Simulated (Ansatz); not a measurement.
This script makes a check of PAW against all-electron LAPW of Mg, space group Fm-3m with the Ansatz DFT code, driven from Python.

Input file `mg.extxyz`:
```text
1
Lattice="0.0 2.244256 2.244256 2.244256 0.0 2.244256 2.244256 2.244256 0.0" Properties=species:S:1:pos:R:3 pbc="T T T"
Mg    0.00000000    0.00000000    0.00000000
```

`paw_lapw.py`:
```python
'''Checking the PAW result for Mg with LAPW.'''

import ansatz
import numpy as np

XC = 'LDA'
OCCUPATIONS = 'Fermi-Dirac'
WIDTH_EV = 0.15


def count_gap(report):
    # lowest empty less highest filled band, counting bands; zero where they overlap
    return max(report.get('gap_by_band_count_ev') or 0.0, 0.0)


def main() -> None:
    structure = ansatz.Crystal.from_extxyz('mg.extxyz')

    model = (
        structure.calculation()
        .functional(XC)
        .kpoints(12)
        .occupations(OCCUPATIONS, width=WIDTH_EV)
        .stress()
        .forces()
        .band_table()
    )
    variants = {
        'PAW': model.pseudopotentials('paw'),
        'LAPW': model.pseudopotentials('all_electron', lapw=True),
    }
    # totals differ by the cores that each treatment holds, so compare what does not depend on them
    rows = []
    for label, variant in variants.items():
        data = variant.run(threads=1, backend='cpu').report
        levels = np.array(data['eigenvalues_ev'][0]) - data['fermi_energy_ev']
        print(label, 'levels at the first k-point near E_F:', np.round(levels[np.abs(levels) < 5], 3))
        rows.append((label, data['n_electrons'], np.trace(data['stress_gpa']) / 3, count_gap(data)))
    lines = [','.join(['treatment', 'electrons in bands', 'P GPa', 'gap by band count eV'])] + [','.join(f'{v:.4f}' if isinstance(v, float) else str(v) for v in row) for row in rows]
    print('\n'.join(lines))
    with open('paw_lapw.csv', 'w') as handle:
        handle.write('\n'.join(lines) + '\n')


if __name__ == '__main__':
    main()
```

How well do the two treatments of the cores agree on the pressure?

PAW gives -1.283 GPa and LAPW -1.257 GPa, 0.025 GPa apart. They took 0.7 and 1.8 s of processor time.

What the script printed:

```console
$ python paw_lapw.py
DeckWarning: basis.ecutwfc = 420 eV, auto-derived from the records' recommended cutoffs: set by Mg (normal level)
PAW levels at the first k-point near E_F: []
LAPW levels at the first k-point near E_F: []
treatment,electrons in bands,P GPa,gap by band count eV
PAW,10.0000,-1.2827,0.0000
LAPW,10.0000,-1.2574,0.0000
```
(Warnings from the package without file and line.)

The mesh is modest for a metal, so energies can be off by several to tens of meV an atom and pressures by half a GPa or more; differences at equal mesh fare better. The smearing is wide enough that free energy and stress hold a thermal part of the electrons. A gap by band count of zero or less means overlapping bands, a metal. This isn't the structure that Mg takes at ambient conditions. Levels are Kohn-Sham eigenvalues on this mesh. Pressure is positive in compression; the treatments may keep other shells as core, so totals and counts of electrons can differ. Hardware and time: 3 s on 1 thread of Arm Neoverse V2, on a shared host, peak memory 0.35 GiB.
